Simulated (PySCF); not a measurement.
# C4H6ClFO: the cost of one run

Computed with PySCF 2.14.0, with density-fitted response routines of our own, on a single molecule in the gas phase. Atoms are numbered from 0 throughout.

## 1. The molecule as given

13 atoms, charge 0, multiplicity 1; geometry from: GFN2-xTB.

Bonds of the start (Å): C0–O1 1.42, O1–C2 1.36, C2–C3 1.34, C3–Cl4 1.71, C2–C5 1.51, C5–F6 1.38, C0–H7 1.09, C0–H8 1.09, C0–H9 1.09, C3–H10 1.08, C5–H11 1.10, C5–H12 1.09.

## 2. TDDFT and polarisability: CAM-B3LYP/def2-SVPD

Job settings and geometry (Å):

```
{"job": {"kind": "uv", "xc": "CAM-B3LYP", "basis": "def2-SVPD", "nstates": 8, "ntriplets": 3}, "charge": 0, "multiplicity": 1}
C     -1.888669     0.020943    -0.095084
O     -0.784721     0.851121    -0.404803
C      0.471196     0.412024    -0.112490
C      1.438421     1.333537    -0.099724
Cl     3.097571     0.979207     0.144855
C      0.734387    -1.052590     0.116081
F      0.138204    -1.506371     1.272685
H     -2.766881     0.604006    -0.366094
H     -1.925914    -0.219963     0.969649
H     -1.879495    -0.905058    -0.676548
H      1.221981     2.371708    -0.287581
H      0.332495    -1.660537    -0.702863
H      1.807036    -1.227542     0.224187
```

Method: TDDFT CAM-B3LYP/def2-SVPD, vertical, gas phase, core orbitals frozen in the response.

The run is started by

```bash
$ OMP_NUM_THREADS=1 python probes_run.py task.json out
```

One launch serves the whole session: the jobs run in the order shown.

**Question.** How long does this job take on 1 thread of Arm Neoverse N1, shared host, and how much memory does it need?

About 71 s, with a peak of 0.9 GiB.
